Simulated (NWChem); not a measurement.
# MoNH3O3 (SMILES [NH2][Mo](=[O])(=[O])[OH]): levels of theory compared

Wanted: a comparison of 3 runs (HF/STO-3G, HF/3-21G, CAM-B3LYP/def2-SVP) of MoNH3O3. 

The calculation is run with NWChem 7.3.0.

## Step 1: The molecule

MoNH3O3 has 8 atoms, charge 0, and is taken as a singlet. As SMILES, `[NH2][Mo](=[O])(=[O])[OH]`. Geometry: relaxed at PBE0-D4/def2-TZVP. This is one conformer, not always the lowest.

Bond lengths: N1–Mo2 1.923 Å, Mo2–O3 1.679 Å, Mo2–O4 1.680 Å, Mo2–O5 1.880 Å, N1–H6 1.009 Å, N1–H7 1.009 Å, O5–H8 0.960 Å. Angles: N1–Mo2–O3 108.2°, N1–Mo2–O4 107.9°, N1–Mo2–O5 110.5°, O3–Mo2–O4 111.8°, O3–Mo2–O5 108.5°, O4–Mo2–O5 110.0°, Mo2–N1–H6 123.6°, Mo2–N1–H7 123.3°, Mo2–O5–H8 122.3°, H6–N1–H7 111.8°.

## Step 2: Energy and forces at HF/STO-3G (run 1)

File run.py:

```python
from ase import Atoms
from ase.calculators.nwchem import NWChem

molecule = Atoms(['N', 'Mo', 'O', 'O', 'O', 'H', 'H', 'H'], positions=[
    [0.344100, 0.984300, 0.964600],
    [0.280600, -0.362500, -0.407200],
    [1.545600, -1.435300, -0.146300],
    [0.412600, 0.407300, -1.894400],
    [-1.337600, -1.314700, -0.318800],
    [0.120100, 1.954900, 0.804600],
    [0.796200, 0.846500, 1.856100],
    [-2.069600, -1.137600, -0.914500],
])

calc = NWChem(
    label='mol',
    theory='scf',
    memory='2200 mb',
    basis='STO-3G',
    basispar='spherical bse',
    scf={'nopen': '0', 'rhf': None, 'thresh': '1e-08', 'maxiter': '80'},
)
molecule.calc = calc

forces = molecule.get_forces()
e = molecule.get_potential_energy()
print(f"E = {e:.6f} eV")
print("forces (eV/A):")
for s, f in zip(molecule.symbols, forces):
    print(f"{s:2s} {f[0]:10.5f} {f[1]:10.5f} {f[2]:10.5f}")
print("dipole (e A):", molecule.get_dipole_moment().round(4))
```

Started as:

```console
export ASE_NWCHEM_COMMAND="nwchem PREFIX.nwi > PREFIX.nwo"
python run.py
```

Standard output:

```text
E = -114644.404067 eV
forces (eV/A):
N    -0.38870   -1.65965   -1.53253
Mo    1.68315   -0.76012   -2.16425
O    -3.49881    3.03328   -1.21176
O     0.05692   -2.40835    4.01452
O     2.83505    0.42670    1.17098
H    -0.03450    0.66967    0.16075
H     0.25649    0.18676    0.59752
H    -0.90971    0.51165   -1.03523
dipole (e A): [-0.2884  0.3233  0.1598]
```

The calculator wrote mol.nwi:

```
title "mol"

permanent_dir mol

scratch_dir mol

start mol

geometry units angstrom nocenter noautosym noautoz
  N  3.4410000000000002e-01 9.8429999999999995e-01 9.6460000000000001e-01
  Mo 2.8060000000000002e-01 -3.6249999999999999e-01 -4.0720000000000001e-01
  O  1.5456000000000001e+00 -1.4353000000000000e+00 -1.4630000000000001e-01
  O  4.1260000000000002e-01 4.0730000000000000e-01 -1.8944000000000001e+00
  O  -1.3375999999999999e+00 -1.3147000000000000e+00 -3.1879999999999997e-01
  H  1.2010000000000000e-01 1.9549000000000001e+00 8.0459999999999998e-01
  H  7.9620000000000002e-01 8.4650000000000003e-01 1.8561000000000001e+00
  H  -2.0695999999999999e+00 -1.1375999999999999e+00 -9.1449999999999998e-01
end

memory 2200 mb

basis spherical bse noprint
   * library STO-3G
end

scf
  nopen 0
  rhf
  thresh 1e-08
  maxiter 80
end

task scf gradient
```

mol.nwo (excerpt; [...] marks lines left out):

```text
[...]
      One-electron energy =  -6827.386444296551
[... 1 line left out ...]
 Nuclear repulsion energy =    501.307209826270
[... 56 lines left out ...]
                       ROHF Final Molecular Orbital Analysis
[... 233 lines left out ...]
     1   1 0 0     -0.545083      0.000000     34.025272
[...]
  wavefunction    =   RHF
                         RHF ENERGY GRADIENTS
    atom               coordinates                        gradient
                 x          y          z           x          y          z
   1 N       0.650255   1.860057   1.822830    0.007559   0.032275   0.029803
   2 Mo      0.530257  -0.685026  -0.769496   -0.032732   0.014782   0.042088
   3 O       2.920760  -2.712324  -0.276467    0.068041  -0.058988   0.023565
[... 4 lines of this table left out ...]
   8 H      -3.910977  -2.149752  -1.728154    0.017691  -0.009950   0.020132
[...]
```

It took 16 s on 1 thread of Intel Xeon Platinum 8488C (Sapphire Rapids), shared host; peak memory 0.099 GiB.

## Step 3: Energy and forces at HF/3-21G (run 2)

File h3mono3.nw:

```
START h3mono3
memory stack 880 mb heap 220 mb global 1100 mb

GEOMETRY units angstrom noautosym nocenter noautoz
  N        0.344100       0.984300       0.964600
  Mo       0.280600      -0.362500      -0.407200
  O        1.545600      -1.435300      -0.146300
  O        0.412600       0.407300      -1.894400
  O       -1.337600      -1.314700      -0.318800
  H        0.120100       1.954900       0.804600
  H        0.796200       0.846500       1.856100
  H       -2.069600      -1.137600      -0.914500
END

BASIS spherical bse
  * library 3-21G
END

SCF
  nopen 0
  rhf
  thresh 1e-08
  maxiter 80
  print medium
END

TASK scf gradient
```

Started as:

```console
nwchem h3mono3.nw > h3mono3.out
```

Standard output:

```text
[...]
  functions       =    78
[...]
  wavefunction    = RHF
[...]
         Total SCF energy =  -4235.797281598060
      One-electron energy =  -6843.106084620038
      Two-electron energy =   2106.001593195707
 Nuclear repulsion energy =    501.307209826271
        Time for solution =     15.1s
[...]
                         RHF ENERGY GRADIENTS
    atom               coordinates                        gradient
                 x          y          z           x          y          z
   1 N       0.650255   1.860057   1.822830   -0.002283  -0.004107  -0.001246
   2 Mo      0.530257  -0.685026  -0.769496   -0.002299   0.001469  -0.010886
   3 O       2.920760  -2.712324  -0.276467   -0.002108   0.001656   0.001328
   4 O       0.779701   0.769685  -3.579897   -0.000618  -0.001818   0.005514
   5 O      -2.527697  -2.484423  -0.602445   -0.005825  -0.006264   0.001765
   6 H       0.226956   3.694225   1.520474    0.000852   0.003031   0.000165
   7 H       1.504600   1.599653   3.507520    0.002356   0.001508   0.002269
   8 H      -3.910977  -2.149752  -1.728154    0.009925   0.004525   0.001091
[...]
```

Run time: 19 s. Hardware: 1 thread of Intel Xeon Platinum 8488C (Sapphire Rapids), shared host; peak memory 0.098 GiB.

## Step 4: Energy and forces at CAM-B3LYP/def2-SVP (core potential) (run 3)

File h3mono3.nw:

```
start h3mono3
title "H3MoNO3 gradient"
memory total 2200 mb

geometry units atomic noautosym nocenter noautoz
  N   0.65025476  1.86005742  1.82282982
  Mo  0.53025715 -0.68502572 -0.76949648
  O   2.92076070 -2.71232391 -0.27646693
  O   0.77970100  0.76968545 -3.57989717
  O  -2.52769766 -2.48442294 -0.60244469
  H   0.22695611  3.69422560  1.52047364
  H   1.50459994  1.59965316  3.50752066
  H  -3.91097719 -2.14975244 -1.72815454
end

basis spherical bse
  * library def2-SVP
end

ecp bse
  Mo library def2-SVP
end

dft
  xc xcamb88 1.00 lyp 0.81 vwn_5 0.19 hfexch 1.00
  cam 0.33 cam_alpha 0.19 cam_beta 0.46
  grid fine
  convergence energy 1e-08
  direct
  maxiter 100
  mulliken
end

task dft gradient
```

Started as:

```console
nwchem h3mono3.nw > h3mono3.out
```

Standard output:

```text
[...]
          Wavefunction type:  closed shell.
          No. of atoms     :     8
          No. of electrons :    48
[...]
          Charge           :     0
          Spin multiplicity:     1
[...]
          AO basis - number of functions:   102
[...]
              XC Information
              --------------
                     Hartree-Fock (Exact) Exchange  1.000
                   CAM-Becke88 Exchange Functional  1.000
                      VWN V Correlation Functional  0.190 local
              Lee-Yang-Parr Correlation Functional  0.810
[...]
 d= 0,ls=0.0,diis     1   -349.6962902006 -5.76D+02  4.09D-02  4.25D+00     6.3
[...]
 d= 0,ls=0.0,diis    14   -350.2069831571 -1.70D-09  3.89D-07  1.33D-09    84.8
         Total DFT energy =     -350.206983157122
      One electron energy =     -952.302871530763
           Coulomb energy =      417.506598790534
    Exchange-Corr. energy =      -41.388742161404
 Nuclear repulsion energy =      225.978031744511
[...]
      Total Density - Mulliken Population Analysis
     ---------------------------------------------
    Atom       Charge   Shell Charges
 -----------   ------   -------------------------------------------------------
    1 N    7     7.41   1.99  0.98  0.47  2.47  1.50  0.01
    2 Mo  14    12.99  -0.40  1.65  0.80  0.20  0.02  6.01  0.51  0.18  3.37  0.52  0.12
    3 O    8     8.36   1.99  1.12  0.77  2.77  1.70  0.01
    4 O    8     8.36   1.99  1.12  0.77  2.77  1.70  0.01
    5 O    8     8.44   1.99  1.07  0.69  2.88  1.81  0.01
    6 H    1     0.84   0.70  0.10  0.04
    7 H    1     0.84   0.69  0.10  0.04
    8 H    1     0.77   0.66  0.05  0.07
[...]
  wavefunction    = closed shell
[...]
                         DFT ENERGY GRADIENTS
    atom               coordinates                        gradient
                 x          y          z           x          y          z
   1 N       0.650255   1.860057   1.822830    0.001010   0.006315   0.006240
   2 Mo      0.530257  -0.685026  -0.769496   -0.003505   0.003084   0.001576
   3 O       2.920761  -2.712324  -0.276467    0.002910  -0.002666   0.000186
   4 O       0.779701   0.769685  -3.579897    0.000836   0.001016  -0.002690
   5 O      -2.527698  -2.484423  -0.602445   -0.005772  -0.001141  -0.002111
   6 H       0.226956   3.694226   1.520474    0.001821  -0.007212   0.000695
   7 H       1.504600   1.599653   3.507521   -0.002946   0.000667  -0.006864
   8 H      -3.910977  -2.149752  -1.728155    0.005647  -0.000064   0.002969
[...]
```

It took 2 min on 1 thread of Intel Xeon Platinum 8488C (Sapphire Rapids), shared host; peak memory 0.14 GiB.

## Step 5: The series

| run | level | iteration cap | module | energy (Eh) | dipole moment (D) | HOMO energy (eV) | LUMO energy (eV) | wall time |
| --- | --- | --- | --- | --- | --- | --- | --- | --- |
| 1 | HF/STO-3G | 80 | scf | -4213.104175 | 2.22 | -8.31 | 5.91 | 16 s |
| 2 | HF/3-21G | 80 | scf | -4235.797282 | 3.88 | -11.53 | 1.13 | 19 s |
| 3 | CAM-B3LYP/def2-SVP (core potential) | 100 | dft | -350.206983 | 3.81 | -9.68 | -0.74 | 2 min |

## Step 6: Summary of results

| quantity | value |
| --- | --- |
| run 3: total energy | -350.20698 Eh |
| run 3: dipole moment | 3.81 D |
| run 3: HOMO energy | -9.68 eV |
| run 3: LUMO energy | -0.74 eV |
| run 3: HOMO–LUMO gap | 8.94 eV |
| run 3: largest force on an atom | 0.459 eV/Å |

The dipole moment (its size) runs from 2.22 D (HF/STO-3G) to 3.88 D (HF/3-21G). The HOMO–LUMO gap runs from 8.94 eV (CAM-B3LYP/def2-SVP) to 14.22 eV (HF/STO-3G). The two ends differ in method and basis and core potential. Some runs of one species differ in core potentials or relativity; totals across that change don't compare. In run 1 the basis is minimal, so the values are rough. In runs 1, 2 relativity is left out where basis or elements ask for it. All runs together took 2.6 min, the longest 2 min.
